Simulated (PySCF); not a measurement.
# C3H4ClF3O (HC(Cl)(F)CF2OMe): the cost of one run

Programs: PySCF 2.14.0, with density-fitted response routines of our own. Each step states its level of theory. These are calculated values for one molecule, in the gas phase or a continuum, unless marked as measured. Atoms count from 0, in the outputs and in this text.

## 1. The starting structure

12 atoms, charge 0, multiplicity 1; geometry from: GFN2-xTB. The atoms were then displaced at random by about 0.01 Å, so the start is not that level's minimum.

Bonds of the start (Å): C0–O1 1.42, O1–C2 1.32, C2–F3 1.35, C2–F4 1.37, C2–C5 1.56, C5–F6 1.36, C5–Cl7 1.77, C0–H8 1.08, C0–H9 1.09, C0–H10 1.12, C5–H11 1.09.

## 2. Optimising the geometry at PBE0-D3(BJ)/def2-TZVP

What the job is given:

```
{"job": {"xc": "PBE0", "basis": "def2-TZVP", "d3": "d3bj", "grid": 2, "shake": 0.01, "kind": "geom"}, "charge": 0, "multiplicity": 1}
C     -1.899480     0.079200     0.043080
O     -0.571720     0.538980     0.232970
C      0.360840    -0.280460    -0.229740
F      0.298170    -1.535790     0.268160
F      0.289450    -0.456020    -1.588620
C      1.763330     0.313890     0.102530
F      2.748860    -0.495220    -0.376590
Cl     1.947450     0.465130     1.853230
H     -2.101760    -0.818550     0.601450
H     -2.126760    -0.039000    -1.013510
H     -2.542430     0.901830     0.450410
H      1.873740     1.297730    -0.352410
```

Run with:

```bash
OMP_NUM_THREADS=1 python probes_run.py task.json out
```

One launch serves the whole session: the jobs run in the order shown.

**Question.** How long does this first job take on 1 thread of Arm Neoverse V2, shared host, and how much memory does it need?

About 3.3 min, with a peak of 1.6 GiB.
